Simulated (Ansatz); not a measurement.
# Si4C11: the cost of one run

Program: Ansatz 0.2.0. Level of theory: DFT PBE, scalar-relativistic, plane waves, PAW. These are calculated values, not measurements.

### Step 1. Starting point

The cell holds 15 atoms (C11Si4): a = 5.571 Å, b = 5.478 Å, c = 5.585 Å, α = 91.93°, β = 88.57°, γ = 86.53°.

11 C, 4 Si were thrown into a skewed cell at random, at 1.00 times a reference volume of the solid, and pushed apart as soft spheres.

Coordinates:

```xyz
15
Lattice="5.5685 0.1678 0.0711 0.1678 5.4749 -0.0943 0.0711 -0.0943 5.5838" Properties=species:S:1:pos:R:3 pbc="T T T"
C     2.3275    0.5145    2.8793
C     3.8451    3.3452    0.1871
C     4.8957    4.1211    4.8514
C     1.2563    2.3137    4.0189
C     1.9669    2.4034    2.4183
C     2.1342    1.5428    0.1556
C     1.5908    0.6879    4.2701
C     1.6099    2.7913    0.9079
C     0.8971    5.2718    2.0861
C     3.0606    4.1443    4.2472
C     3.1332    5.4019    5.2591
Si    4.0318    1.8834    3.0217
Si    1.2034    3.9638    5.1533
Si    5.3376    0.5323    4.6733
Si    4.4866    4.9773    2.0060
```

### Step 2. Dynamics at 4000 K

The cutoff is lowered while the worst contacts of the packing are taken out. One k point, a Fermi-Dirac width of 0.345 eV and a fixed cell.

Contents of input.yaml:

```yaml
crystal:
  lattice:
    - [5.568485, 0.167797, 0.071149]
    - [0.167797, 5.474915, -0.094329]
    - [0.071149, -0.094329, 5.583751]
  atoms:
    - { symbol: C, position: [0.4087196184, 0.0902734106, 0.5119763234] }
    - { symbol: C, position: [0.6722615946, 0.5909975657, 0.0349212277] }
    - { symbol: C, position: [0.845700611, 0.7418064713, 0.8705990975] }
    - { symbol: C, position: [0.203434063, 0.4288514113, 0.7244057147] }
    - { symbol: C, position: [0.3345079009, 0.4362529826, 0.4361987805] }
    - { symbol: C, position: [0.3747592723, 0.2707852586, 0.0276587331] }
    - { symbol: C, position: [0.2719898947, 0.1304620383, 0.7634757654] }
    - { symbol: C, position: [0.2717709956, 0.504399075, 0.1676580469] }
    - { symbol: C, position: [0.1270504414, 0.9657059068, 0.3882981509] }
    - { symbol: C, position: [0.5171067048, 0.7543275534, 0.7667844678] }
    - { symbol: C, position: [0.520767499, 0.9871106418, 0.9518895021] }
    - { symbol: Si, position: [0.7071738744, 0.3315994404, 0.5377593359] }
    - { symbol: Si, position: [0.182047468, 0.7344888135, 0.9330012737] }
    - { symbol: Si, position: [0.9455027888, 0.0824885242, 0.8262892358] }
    - { symbol: Si, position: [0.7741837604, 0.8916589563, 0.3644591232] }
  symmetry: { detect: false }
basis:
  ecutwfc: 320
  xc_grid: 1
kpoints:
  mp_grid: { grid: [1, 1, 1], shift: [0.25, 0.25, 0.25] }
hamiltonian:
  xc: pbe
scf:
  occupations: { method: fermi_dirac, width: 0.3447 }
  lower_state_search: "off"
  convergence: { dr2_threshold: 1.0e-05 }
output:
  forces: true
  stress: true
md:
  timestep: 2.0
  n_steps: 24
  ensemble: nvt_langevin
  friction: 0.03
  temperature: 4000.0
  initial_velocities: maxwell_boltzmann
  seed: 67529
```

On the command line:

```
$ ansatz run input.yaml --threads 2 --pin off --max-ram 5120MiB --backend cpu --events-out ev --progress --plain --runs-dir out
```

What time and memory should one allow on 2 threads of Intel Xeon at 2.50GHz (Skylake/Cascade Lake), shared host?

About 26 s, with a peak of 0.32 GiB.
